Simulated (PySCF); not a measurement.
# CH8GeOSi: NMR shifts at several levels of theory, part 1 of 2

How much do the NMR shifts of CH8GeOSi (`C[O][GeH2][SiH3]`) depend on the level of theory, and what does each level cost?

Programs: PySCF 2.14.0, with density-fitted response routines of our own. Each step states its level of theory. These are calculated values for one molecule in the gas phase, unless marked as measured. Atoms count from 0, in the outputs and in this text.

## 1. Starting geometry

12 atoms, charge 0, multiplicity 1; geometry from: PBE0-D3(BJ)/def2-SVP.

Bonds of the start (Å): C0–O1 1.40, O1–Ge2 1.79, Ge2–Si3 2.38, C0–H4 1.11, C0–H5 1.11, C0–H6 1.10, Ge2–H7 1.55, Ge2–H8 1.55, Si3–H9 1.50, Si3–H10 1.49, Si3–H11 1.49.

## 2. NMR shieldings: HF/pcSseg-2

What the job is given:

```
{"job": {"kind": "nmr", "xc": "HF", "basis": "pcSseg-2", "pop": false}, "charge": 0, "multiplicity": 1}
C      2.261617     0.386195     0.275557
O      0.888472     0.638011     0.204310
Ge    -0.233092    -0.703721    -0.174944
Si    -2.394431     0.288243    -0.141619
H      2.674700    -0.000746    -0.677154
H      2.521112    -0.340074     1.071675
H      2.781165     1.330792     0.504139
H      0.155298    -1.288666    -1.554784
H     -0.050675    -1.809721     0.893345
H     -3.412692    -0.737850    -0.523980
H     -2.447904     1.416883    -1.117405
H     -2.701258     0.794048     1.229261
```

Method: GIAO HF/pcSseg-2 NMR shielding, non-relativistic, gas phase.

The run is started by

```console
> OMP_NUM_THREADS=1 python probes_run.py task.json out
```

This one command runs all jobs of the session in turn.

Standard output:

```text
final grid: 90360 points
cycle   1  E = -2481.6616502663  dE = -7.504e-01  |g| = 8.188e-01  |ddm| = 2.272e+00
cycle   2  E = -2481.7310195526  dE = -6.937e-02  |g| = 5.836e-01  |ddm| = 5.456e-01
cycle   3  E = -2481.7671493588  dE = -3.613e-02  |g| = 6.802e-02  |ddm| = 2.149e-01
cycle   4  E = -2481.7687103895  dE = -1.561e-03  |g| = 1.600e-02  |ddm| = 8.259e-02
cycle   5  E = -2481.7688206251  dE = -1.102e-04  |g| = 4.119e-03  |ddm| = 2.200e-02
cycle   6  E = -2481.7688285679  dE = -7.943e-06  |g| = 1.236e-03  |ddm| = 6.332e-03
cycle   7  E = -2481.7688292422  dE = -6.743e-07  |g| = 5.013e-04  |ddm| = 1.916e-03
cycle   8  E = -2481.7688293224  dE = -8.017e-08  |g| = 1.251e-04  |ddm| = 6.987e-04
cycle   9  E = -2481.7688293301  dE = -7.751e-09  |g| = 3.044e-05  |ddm| = 2.348e-04
cycle  10  E = -2481.7688293308  dE = -6.844e-10  |g| = 7.684e-06  |ddm| = 7.276e-05
converged SCF energy = -2481.7688293308

GIAO shielding tensors (ppm)
atom      isotropic    diamagn.    paramagn.     s11        s22        s33       span
  0 C      137.452     232.297     -94.845    111.474    112.234    188.647     77.172
  1 O      374.005     389.748     -15.743    344.614    378.519    398.882     54.268
  2 Ge    1554.156    2756.943   -1202.788   1408.628   1494.062   1759.777    351.149
  3 Si     475.415     874.840    -399.425    471.421    476.872    477.952      6.531
  4 H       28.547      28.821      -0.274     24.423     26.062     35.157     10.734
  5 H       28.530      28.803      -0.273     24.409     26.039     35.143     10.734
  6 H       28.079      27.870       0.209     23.581     25.529     35.128     11.546
  7 H       27.062      30.547      -3.485     21.126     22.983     37.078     15.951
  8 H       27.059      30.548      -3.488     21.162     22.965     37.050     15.888
  9 H       28.317      27.956       0.361     25.151     25.827     33.973      8.822
 10 H       28.125      28.417      -0.292     24.764     26.224     33.387      8.623
 11 H       28.125      28.387      -0.262     24.767     26.182     33.428      8.661
```

It took 25 s on 1 thread of Arm Neoverse V2, shared host; peak memory 1.1 GiB.

The references, computed at this level on geometries of the same kind, shield at (ppm): ¹H TMS 31.68, ¹³C TMS 191.5, ²⁹Si TMS 383.0, ¹⁷O H2O 326.3, ⁷³Ge GeMe4 1493. Their shielding less the atom's gives the shift. The references are single molecules in the gas phase, so shifts against H2O, NH3, PH3, H3PO4 or CFCl3 are not on the usual liquid scales and can be off by tens of ppm. Atoms listed in one row are averaged.

| atoms | environment | σ (ppm) | δ (ppm) |
| --- | --- | --- | --- |
| C0 | methyl carbon bonded to O | 137.5 | 54.0 |
| H7, H8 | hydrogen on a germanium bonded to O, Si | 27.06 | 4.62 |
| H9, H10, H11 | hydrogen on a silicon bonded to Ge | 28.19 | 3.49 |
| H4, H5, H6 | hydrogen on a methyl carbon bonded to O | 28.39 | 3.30 |
| O1 | oxygen bonded to C, Ge | 374.0 | -47.7 |
| Ge2 | germanium bonded to O, Si, 2 H | 1554 | -61 |
| Si3 | silicon bonded to Ge, 3 H | 475.4 | -92.5 |

## 3. Nuclear shieldings: LDA/pcSseg-2

Same as in step 2 but for these lines:

```diff
@@ -1,2 +1,2 @@
-{"job": {"kind": "nmr", "xc": "HF", "basis": "pcSseg-2", "pop": false}, "charge": 0, "multiplicity": 1}
+{"job": {"kind": "nmr", "xc": "LDA", "basis": "pcSseg-2", "pop": false}, "charge": 0, "multiplicity": 1}
 C      2.261617     0.386195     0.275557
```

Method: GIAO LDA/pcSseg-2 NMR shielding, non-relativistic, gas phase.

Standard output:

```text
coarse grid: 43968 points
cycle   1  E = -2479.2940392015  dE = -5.640e-01  |g| = 1.582e+00  |ddm| = 2.388e+00
cycle   2  E = -2477.6887515819  dE =  1.605e+00  |g| = 3.276e+00  |ddm| = 4.144e+00
cycle   3  E = -2479.3480572817  dE = -1.659e+00  |g| = 8.965e-01  |ddm| = 4.112e+00
cycle   4  E = -2479.4910448929  dE = -1.430e-01  |g| = 1.760e-01  |ddm| = 5.209e-01
cycle   5  E = -2479.4932855398  dE = -2.241e-03  |g| = 7.964e-02  |ddm| = 1.505e-01
cycle   6  E = -2479.4946066843  dE = -1.321e-03  |g| = 2.281e-02  |ddm| = 7.413e-02
cycle   7  E = -2479.4947128578  dE = -1.062e-04  |g| = 6.056e-03  |ddm| = 1.456e-02
cycle   8  E = -2479.4947209411  dE = -8.083e-06  |g| = 1.689e-03  |ddm| = 5.571e-03
final grid: 90360 points
cycle   9  E = -2479.4947277921  dE =  1.603e-06  |g| = 3.601e-03  |ddm| = 4.309e-03
cycle  10  E = -2479.4947177275  dE =  1.006e-05  |g| = 8.622e-03  |ddm| = 6.910e-03
cycle  11  E = -2479.4947300576  dE = -1.233e-05  |g| = 8.349e-04  |ddm| = 4.773e-03
cycle  12  E = -2479.4947302477  dE = -1.901e-07  |g| = 1.708e-04  |ddm| = 8.211e-04
cycle  13  E = -2479.4947302512  dE = -3.559e-09  |g| = 6.140e-06  |ddm| = 9.312e-05
cycle  14  E = -2479.4947302512  dE =  1.364e-12  |g| = 2.155e-06  |ddm| = 5.151e-06
converged SCF energy = -2479.4947302512

GIAO shielding tensors (ppm)
atom      isotropic    diamagn.    paramagn.     s11        s22        s33       span
  0 C      115.946     237.745    -121.799     81.925     82.389    183.525    101.600
  1 O      327.580     389.328     -61.748    292.940    343.153    346.646     53.705
  2 Ge    1258.667    2758.420   -1499.754   1040.575   1136.235   1599.189    558.613
  3 Si     419.090     880.507    -461.418    412.169    413.078    432.021     19.853
  4 H       27.070      28.157      -1.087     23.346     24.021     33.845     10.499
  5 H       27.052      28.145      -1.092     23.307     24.026     33.823     10.517
  6 H       26.673      27.841      -1.168     22.527     23.894     33.598     11.072
  7 H       25.016      28.743      -3.727     19.336     20.833     34.880     15.544
  8 H       25.013      28.739      -3.726     19.385     20.808     34.846     15.461
  9 H       27.012      27.367      -0.354     23.912     24.555     32.570      8.658
 10 H       26.846      27.751      -0.905     23.550     24.926     32.063      8.513
 11 H       26.847      27.734      -0.887     23.540     24.895     32.107      8.567
```

Wall time 38 s (1 thread of Arm Neoverse V2, shared host); peak memory 1 GiB.

Key values: δ C0 64.3, O1 6.8, Ge2 -31, Si3 -116.0, H7 5.76, H9 3.87 ppm (means over like atoms).

## 4. Nuclear shieldings: PBE/pcSseg-2

Same as in step 3 but for these lines:

```diff
@@ -1,2 +1,2 @@
-{"job": {"kind": "nmr", "xc": "LDA", "basis": "pcSseg-2", "pop": false}, "charge": 0, "multiplicity": 1}
+{"job": {"kind": "nmr", "xc": "PBE", "basis": "pcSseg-2", "pop": false}, "charge": 0, "multiplicity": 1}
 C      2.261617     0.386195     0.275557
```

With the program's defaults for keys left out, this is: GIAO PBE/pcSseg-2 NMR shielding, non-relativistic, gas phase.

Standard output:

```text
coarse grid: 43968 points
cycle   1  E = -2483.9411464286  dE = -5.624e-01  |g| = 1.501e+00  |ddm| = 2.367e+00
cycle   2  E = -2482.3920353781  dE =  1.549e+00  |g| = 3.167e+00  |ddm| = 4.142e+00
cycle   3  E = -2484.0123086170  dE = -1.620e+00  |g| = 8.151e-01  |ddm| = 4.097e+00
cycle   4  E = -2484.1307180775  dE = -1.184e-01  |g| = 1.822e-01  |ddm| = 5.069e-01
cycle   5  E = -2484.1335216351  dE = -2.804e-03  |g| = 6.802e-02  |ddm| = 1.364e-01
cycle   6  E = -2484.1344708281  dE = -9.492e-04  |g| = 2.087e-02  |ddm| = 6.216e-02
cycle   7  E = -2484.1345581690  dE = -8.734e-05  |g| = 5.363e-03  |ddm| = 1.268e-02
cycle   8  E = -2484.1345646921  dE = -6.523e-06  |g| = 1.377e-03  |ddm| = 5.174e-03
final grid: 90360 points
cycle   9  E = -2484.1345724845  dE =  8.978e-07  |g| = 2.767e-03  |ddm| = 3.753e-03
cycle  10  E = -2484.1345668833  dE =  5.601e-06  |g| = 6.424e-03  |ddm| = 5.421e-03
cycle  11  E = -2484.1345738994  dE = -7.016e-06  |g| = 6.307e-04  |ddm| = 3.667e-03
cycle  12  E = -2484.1345740129  dE = -1.135e-07  |g| = 1.477e-04  |ddm| = 6.694e-04
cycle  13  E = -2484.1345740153  dE = -2.423e-09  |g| = 4.598e-06  |ddm| = 7.261e-05
cycle  14  E = -2484.1345740153  dE = -5.457e-12  |g| = 2.174e-06  |ddm| = 4.239e-06
converged SCF energy = -2484.1345740153

GIAO shielding tensors (ppm)
atom      isotropic    diamagn.    paramagn.     s11        s22        s33       span
  0 C      116.087     237.237    -121.150     83.895     84.117    180.248     96.352
  1 O      320.018     389.384     -69.367    287.364    334.354    338.335     50.971
  2 Ge    1314.890    2758.583   -1443.693   1118.949   1207.913   1617.807    498.858
  3 Si     432.107     879.775    -447.669    426.221    428.130    441.969     15.748
  4 H       27.532      28.446      -0.914     23.864     24.528     34.204     10.340
  5 H       27.514      28.436      -0.921     23.827     24.533     34.183     10.356
  6 H       27.160      27.899      -0.739     23.093     24.426     33.962     10.869
  7 H       25.752      29.704      -3.953     20.083     21.572     35.600     15.517
  8 H       25.749      29.702      -3.953     20.130     21.548     35.567     15.437
  9 H       27.551      27.844      -0.294     24.530     25.147     32.975      8.445
 10 H       27.403      28.324      -0.921     24.191     25.529     32.488      8.297
 11 H       27.403      28.300      -0.897     24.183     25.497     32.530      8.348
```

Wall time 45 s (1 thread of Arm Neoverse V2, shared host); peak memory 0.94 GiB.

In short: δ C0 63.3, O1 7.9, Ge2 -45, Si3 -108.7, H7 5.43, H4 3.78 ppm (means over like atoms).

## 5. Shielding tensors: BLYP/pcSseg-2

Same as in step 4 but for these lines:

```diff
@@ -1,2 +1,2 @@
-{"job": {"kind": "nmr", "xc": "PBE", "basis": "pcSseg-2", "pop": false}, "charge": 0, "multiplicity": 1}
+{"job": {"kind": "nmr", "xc": "BLYP", "basis": "pcSseg-2", "pop": false}, "charge": 0, "multiplicity": 1}
 C      2.261617     0.386195     0.275557
```

Method: GIAO BLYP/pcSseg-2 NMR shielding, non-relativistic, gas phase.

Standard output:

```text
coarse grid: 43968 points
cycle   1  E = -2484.5466100035  dE = -5.452e-01  |g| = 1.557e+00  |ddm| = 2.365e+00
cycle   2  E = -2482.6649926666  dE =  1.882e+00  |g| = 3.405e+00  |ddm| = 4.812e+00
cycle   3  E = -2484.6227182314  dE = -1.958e+00  |g| = 8.710e-01  |ddm| = 4.777e+00
cycle   4  E = -2484.7565235356  dE = -1.338e-01  |g| = 1.992e-01  |ddm| = 5.454e-01
cycle   5  E = -2484.7598827678  dE = -3.359e-03  |g| = 7.412e-02  |ddm| = 1.510e-01
cycle   6  E = -2484.7610259095  dE = -1.143e-03  |g| = 2.448e-02  |ddm| = 6.791e-02
cycle   7  E = -2484.7611437092  dE = -1.178e-04  |g| = 6.363e-03  |ddm| = 1.437e-02
cycle   8  E = -2484.7611528689  dE = -9.160e-06  |g| = 1.626e-03  |ddm| = 6.190e-03
final grid: 90360 points
cycle   9  E = -2484.7611607593  dE =  1.510e-06  |g| = 3.455e-03  |ddm| = 4.416e-03
cycle  10  E = -2484.7611510334  dE =  9.726e-06  |g| = 8.358e-03  |ddm| = 6.963e-03
cycle  11  E = -2484.7611629565  dE = -1.192e-05  |g| = 7.279e-04  |ddm| = 4.807e-03
cycle  12  E = -2484.7611631092  dE = -1.527e-07  |g| = 1.745e-04  |ddm| = 7.844e-04
cycle  13  E = -2484.7611631126  dE = -3.403e-09  |g| = 5.109e-06  |ddm| = 8.710e-05
cycle  14  E = -2484.7611631126  dE = -4.547e-12  |g| = 1.919e-06  |ddm| = 4.319e-06
converged SCF energy = -2484.7611631126

GIAO shielding tensors (ppm)
atom      isotropic    diamagn.    paramagn.     s11        s22        s33       span
  0 C      111.195     234.287    -123.091     78.849     79.161    175.576     96.726
  1 O      312.442     390.806     -78.365    279.825    326.680    330.820     50.996
  2 Ge    1289.280    2757.616   -1468.336   1094.091   1188.576   1585.173    491.082
  3 Si     416.237     879.154    -462.918    408.550    411.560    428.600     20.049
  4 H       27.689      28.543      -0.854     24.127     24.696     34.244     10.117
  5 H       27.671      28.533      -0.861     24.089     24.702     34.223     10.134
  6 H       27.303      28.276      -0.973     23.317     24.627     33.965     10.647
  7 H       26.025      29.629      -3.604     20.396     21.870     35.809     15.413
  8 H       26.022      29.627      -3.605     20.444     21.847     35.777     15.333
  9 H       27.800      28.073      -0.274     24.883     25.465     33.051      8.168
 10 H       27.656      28.542      -0.886     24.547     25.842     32.578      8.032
 11 H       27.656      28.519      -0.863     24.539     25.809     32.620      8.081
```

It took 45 s on 1 thread of Arm Neoverse V2, shared host; peak memory 1.1 GiB.

In short: δ C0 63.8, O1 12.7, Ge2 -52, Si3 -106.6, H7 5.35, H4 3.82 ppm (means over like atoms).

## 6. Shielding tensors: BP86/pcSseg-2

Same as in step 5 but for these lines:

```diff
@@ -1,2 +1,2 @@
-{"job": {"kind": "nmr", "xc": "BLYP", "basis": "pcSseg-2", "pop": false}, "charge": 0, "multiplicity": 1}
+{"job": {"kind": "nmr", "xc": "BP86", "basis": "pcSseg-2", "pop": false}, "charge": 0, "multiplicity": 1}
 C      2.261617     0.386195     0.275557
```

Method: GIAO BP86/pcSseg-2 NMR shielding, non-relativistic, gas phase.

Standard output:

```text
coarse grid: 43968 points
cycle   1  E = -2484.8561371080  dE = -5.586e-01  |g| = 1.499e+00  |ddm| = 2.355e+00
cycle   2  E = -2483.3261292702  dE =  1.530e+00  |g| = 3.159e+00  |ddm| = 3.674e+00
cycle   3  E = -2484.9316690747  dE = -1.606e+00  |g| = 7.985e-01  |ddm| = 3.623e+00
cycle   4  E = -2485.0455766914  dE = -1.139e-01  |g| = 1.867e-01  |ddm| = 4.891e-01
cycle   5  E = -2485.0485616126  dE = -2.985e-03  |g| = 6.762e-02  |ddm| = 1.336e-01
cycle   6  E = -2485.0494872295  dE = -9.256e-04  |g| = 2.084e-02  |ddm| = 6.221e-02
cycle   7  E = -2485.0495752359  dE = -8.801e-05  |g| = 5.464e-03  |ddm| = 1.291e-02
cycle   8  E = -2485.0495817418  dE = -6.506e-06  |g| = 1.391e-03  |ddm| = 4.882e-03
final grid: 90360 points
cycle   9  E = -2485.0495876022  dE =  8.418e-07  |g| = 2.780e-03  |ddm| = 3.862e-03
cycle  10  E = -2485.0495818916  dE =  5.711e-06  |g| = 6.442e-03  |ddm| = 5.344e-03
cycle  11  E = -2485.0495889831  dE = -7.091e-06  |g| = 6.402e-04  |ddm| = 3.551e-03
cycle  12  E = -2485.0495890992  dE = -1.162e-07  |g| = 1.503e-04  |ddm| = 6.555e-04
cycle  13  E = -2485.0495891018  dE = -2.528e-09  |g| = 4.684e-06  |ddm| = 7.238e-05
cycle  14  E = -2485.0495891018  dE = -4.547e-12  |g| = 2.530e-06  |ddm| = 4.560e-06
converged SCF energy = -2485.0495891018

GIAO shielding tensors (ppm)
atom      isotropic    diamagn.    paramagn.     s11        s22        s33       span
  0 C      115.791     237.049    -121.258     83.848     84.161    179.366     95.518
  1 O      319.950     389.307     -69.357    287.427    333.957    338.467     51.040
  2 Ge    1303.908    2758.617   -1454.710   1107.306   1198.428   1605.988    498.682
  3 Si     428.401     879.836    -451.435    422.083    424.639    438.481     16.398
  4 H       27.586      28.533      -0.947     23.919     24.599     34.241     10.321
  5 H       27.570      28.521      -0.952     23.887     24.602     34.221     10.334
  6 H       27.244      27.982      -0.738     23.194     24.507     34.030     10.836
  7 H       25.775      29.643      -3.868     20.091     21.624     35.610     15.519
  8 H       25.772      29.641      -3.869     20.137     21.602     35.578     15.441
  9 H       27.596      27.899      -0.304     24.592     25.206     32.988      8.396
 10 H       27.447      28.397      -0.950     24.258     25.587     32.497      8.239
 11 H       27.448      28.372      -0.924     24.250     25.554     32.539      8.289
```

It took 45 s on 1 thread of Arm Neoverse V2, shared host; peak memory 1.1 GiB.

In short: δ C0 63.4, O1 6.1, Ge2 -45, Si3 -106.3, H7 5.46, H4 3.77 ppm (means over like atoms).

## 7. Shielding tensors: OPBE/pcSseg-2

Same as in step 6 but for these lines:

```diff
@@ -1,2 +1,2 @@
-{"job": {"kind": "nmr", "xc": "BP86", "basis": "pcSseg-2", "pop": false}, "charge": 0, "multiplicity": 1}
+{"job": {"kind": "nmr", "xc": "OPBE", "basis": "pcSseg-2", "pop": false}, "charge": 0, "multiplicity": 1}
 C      2.261617     0.386195     0.275557
```

Method: GIAO OPBE/pcSseg-2 NMR shielding, non-relativistic, gas phase.

Standard output:

```text
coarse grid: 43968 points
cycle   1  E = -2485.0826363017  dE = -6.209e-01  |g| = 1.207e+00  |ddm| = 2.396e+00
cycle   2  E = -2483.9562286092  dE =  1.126e+00  |g| = 2.601e+00  |ddm| = 3.808e+00
cycle   3  E = -2485.1723434126  dE = -1.216e+00  |g| = 5.503e-01  |ddm| = 3.705e+00
cycle   4  E = -2485.2257241693  dE = -5.338e-02  |g| = 1.978e-01  |ddm| = 4.068e-01
cycle   5  E = -2485.2295207503  dE = -3.797e-03  |g| = 4.701e-02  |ddm| = 1.061e-01
cycle   6  E = -2485.2298932344  dE = -3.725e-04  |g| = 1.329e-02  |ddm| = 4.010e-02
cycle   7  E = -2485.2299300034  dE = -3.677e-05  |g| = 3.607e-03  |ddm| = 9.674e-03
cycle   8  E = -2485.2299330147  dE = -3.011e-06  |g| = 8.549e-04  |ddm| = 3.385e-03
final grid: 90360 points
cycle   9  E = -2485.2299614315  dE =  2.180e-08  |g| = 1.272e-03  |ddm| = 2.933e-03
cycle  10  E = -2485.2299608231  dE =  6.084e-07  |g| = 2.287e-03  |ddm| = 2.352e-03
cycle  11  E = -2485.2299617957  dE = -9.726e-07  |g| = 3.785e-04  |ddm| = 1.321e-03
cycle  12  E = -2485.2299618282  dE = -3.253e-08  |g| = 8.632e-05  |ddm| = 3.655e-04
cycle  13  E = -2485.2299618295  dE = -1.237e-09  |g| = 6.225e-06  |ddm| = 5.514e-05
cycle  14  E = -2485.2299618295  dE = -1.819e-12  |g| = 2.548e-06  |ddm| = 4.232e-06
converged SCF energy = -2485.2299618295

GIAO shielding tensors (ppm)
atom      isotropic    diamagn.    paramagn.     s11        s22        s33       span
  0 C      123.305     240.933    -117.628     92.796     93.128    183.992     91.196
  1 O      324.357     388.145     -63.788    293.433    339.246    340.391     46.958
  2 Ge    1361.075    2761.045   -1399.970   1180.335   1260.535   1642.354    462.020
  3 Si     457.345     880.118    -422.773    452.740    455.033    464.262     11.521
  4 H       27.668      28.383      -0.715     23.885     24.737     34.382     10.496
  5 H       27.652      28.374      -0.722     23.856     24.736     34.364     10.508
  6 H       27.339      27.321       0.018     23.225     24.575     34.216     10.991
  7 H       25.901      30.505      -4.603     20.193     21.744     35.768     15.575
  8 H       25.898      30.504      -4.605     20.236     21.722     35.736     15.500
  9 H       27.620      27.894      -0.274     24.563     25.194     33.103      8.540
 10 H       27.470      28.488      -1.017     24.227     25.590     32.594      8.367
 11 H       27.470      28.454      -0.985     24.219     25.557     32.633      8.414
```

It took 45 s on 1 thread of Arm Neoverse V2, shared host; peak memory 1.1 GiB.

Key values: δ C0 61.1, O1 4.9, Ge2 -46, Si3 -101.8, H7 5.30, H9 3.68 ppm (means over like atoms).

## 8. Shielding tensors: KT2/pcSseg-2

Same as in step 7 but for these lines:

```diff
@@ -1,2 +1,2 @@
-{"job": {"kind": "nmr", "xc": "OPBE", "basis": "pcSseg-2", "pop": false}, "charge": 0, "multiplicity": 1}
+{"job": {"kind": "nmr", "xc": "KT2", "basis": "pcSseg-2", "pop": false}, "charge": 0, "multiplicity": 1}
 C      2.261617     0.386195     0.275557
```

Level: GIAO KT2/pcSseg-2 NMR shielding, non-relativistic, gas phase.

Standard output:

```text
coarse grid: 43968 points
cycle   1  E = -2497.4459844309  dE = -5.558e-01  |g| = 1.033e+00  |ddm| = 2.282e+00
cycle   2  E = -2495.9670373165  dE =  1.479e+00  |g| = 2.703e+00  |ddm| = 4.121e+00
cycle   3  E = -2497.5733934861  dE = -1.606e+00  |g| = 3.373e-01  |ddm| = 3.986e+00
cycle   4  E = -2497.5913016321  dE = -1.791e-02  |g| = 2.252e-01  |ddm| = 3.471e-01
cycle   5  E = -2497.5968007667  dE = -5.499e-03  |g| = 4.105e-02  |ddm| = 1.039e-01
cycle   6  E = -2497.5970727051  dE = -2.719e-04  |g| = 1.001e-02  |ddm| = 3.220e-02
cycle   7  E = -2497.5970925147  dE = -1.981e-05  |g| = 3.250e-03  |ddm| = 8.781e-03
cycle   8  E = -2497.5970952938  dE = -2.779e-06  |g| = 8.508e-04  |ddm| = 2.852e-03
final grid: 90360 points
cycle   9  E = -2497.5971134956  dE =  5.352e-08  |g| = 1.277e-03  |ddm| = 2.459e-03
cycle  10  E = -2497.5971127985  dE =  6.972e-07  |g| = 2.253e-03  |ddm| = 2.051e-03
cycle  11  E = -2497.5971138475  dE = -1.049e-06  |g| = 4.255e-04  |ddm| = 1.341e-03
cycle  12  E = -2497.5971138842  dE = -3.669e-08  |g| = 4.461e-05  |ddm| = 3.038e-04
cycle  13  E = -2497.5971138847  dE = -5.293e-10  |g| = 7.066e-06  |ddm| = 4.438e-05
converged SCF energy = -2497.5971138847

GIAO shielding tensors (ppm)
atom      isotropic    diamagn.    paramagn.     s11        s22        s33       span
  0 C      119.828     236.435    -116.606     87.686     88.548    183.251     95.565
  1 O      320.475     388.576     -68.101    289.821    332.969    338.635     48.814
  2 Ge    1374.244    2763.563   -1389.319   1179.873   1271.101   1671.759    491.887
  3 Si     457.599     882.167    -424.568    452.755    453.645    466.397     13.643
  4 H       27.543      28.508      -0.965     23.874     24.550     34.205     10.330
  5 H       27.526      28.494      -0.968     23.842     24.552     34.185     10.343
  6 H       27.192      27.668      -0.476     23.131     24.409     34.035     10.904
  7 H       25.796      29.705      -3.909     20.193     21.674     35.521     15.328
  8 H       25.793      29.701      -3.908     20.239     21.652     35.488     15.249
  9 H       27.602      27.700      -0.099     24.551     25.174     33.080      8.529
 10 H       27.453      28.254      -0.800     24.209     25.551     32.600      8.391
 11 H       27.454      28.225      -0.771     24.200     25.519     32.644      8.444
```

It took 43 s on 1 thread of Arm Neoverse V2, shared host; peak memory 1.1 GiB.

Key values: δ C0 62.5, O1 3.9, Ge2 -43, Si3 -106.6, H7 5.38, H4 3.76 ppm (means over like atoms).

(Continued in part 2 of 2.)
